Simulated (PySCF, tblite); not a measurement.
**C₄H₂Cl₂F radical: geometry, infrared bands and EPR parameters**

Aim: predict the infrared bands and EPR parameters of C₄H₂Cl₂F radical (`F[C@@]1(Cl)C=C1[CH]Cl`).

The runs use tblite 0.8.0 and PySCF 2.14.0, with density-fitted response routines of our own; the level of theory stands in each step. All values are computed, except where a source is named. Atoms count from 0, in the outputs and in this text.

### 1 Starting geometry

9 atoms, charge 0, multiplicity 2; geometry from: force field or distance geometry start.

Bonds of the start (Å): F0–C1 1.36, C1–Cl2 1.78, C1–C3 1.49, C3–C4 1.35, C4–C5 1.48, C5–Cl6 1.80, C4–C1 1.50, C3–H7 1.09, C5–H8 1.11.

### 2 Geometry optimisation with GFN2-xTB

What the job is given:

```
{"job": {"kind": "relax", "xc": "GFN2-xTB", "basis": "xTB"}, "charge": 0, "multiplicity": 2}
F     -0.735900     1.676200    -1.045900
C     -0.915900     0.663200    -0.160900
Cl    -1.766100     1.105500     1.335500
C     -0.984900    -0.755200    -0.621600
C      0.145800    -0.385700     0.013000
C      1.509200    -0.660800     0.529000
Cl     2.658500     0.218100    -0.539800
H     -1.540700    -1.561700    -1.102400
H      1.643500    -0.293600     1.567900
```

Command:

```
$ OMP_NUM_THREADS=1 python probes_run.py task.json out
```

One launch serves the whole session: the jobs run in the order shown.

**Question.** This job is followed by: GFN2-xTB harmonic vibrations, gas phase; UKS B3LYP, pcH-1 on C Cl F H, non-relativistic, mean-field spin-orbit, GIAO. What will the session give for the following? strongest single infrared mode (GFN2-xTB); zero-point energy (GFN2-xTB); g(iso) (B3LYP); ⟨S²⟩; largest a(iso); potential on the surface of density 0.002 e/bohr³, 1st and 99th percentile.

The runs gave:

```
                                                                  quantity                  value
                                 strongest single infrared mode (GFN2-xTB)  1703 cm⁻¹, 161 km/mol
                                              zero-point energy (GFN2-xTB)          27.4 kcal/mol
                                                            g(iso) (B3LYP)                2.00613
                                                                      ⟨S²⟩     0.771 (exact 0.75)
                                                            largest a(iso)    13C on C5, 64.5 MHz
potential on the surface of density 0.002 e/bohr³, 1st and 99th percentile     -0.86 V and 1.60 V
```

What this shows: The optimisation took 68 steps and gained 1.134 eV; among the close pairs (by a distance rule), C4–C5 changed most, from 1.484 to 1.357 Å. All 21 modes are real, so the xTB geometry is a minimum. The strongest single mode, at 1703 cm⁻¹, moves mainly C4. GFN2-xTB is a fitted tight-binding method: band positions and strengths are rough. Its intensities can rank the bands wrongly. The largest spin populations lie on C5 (0.63 e), C3 (0.52 e). The isotropic g lies 3.8 ppt above the free-electron value. These values are for one conformer; the search (at its own cheap level) found 1 more, at 0.41 kcal/mol, and measured spectra average over such forms.
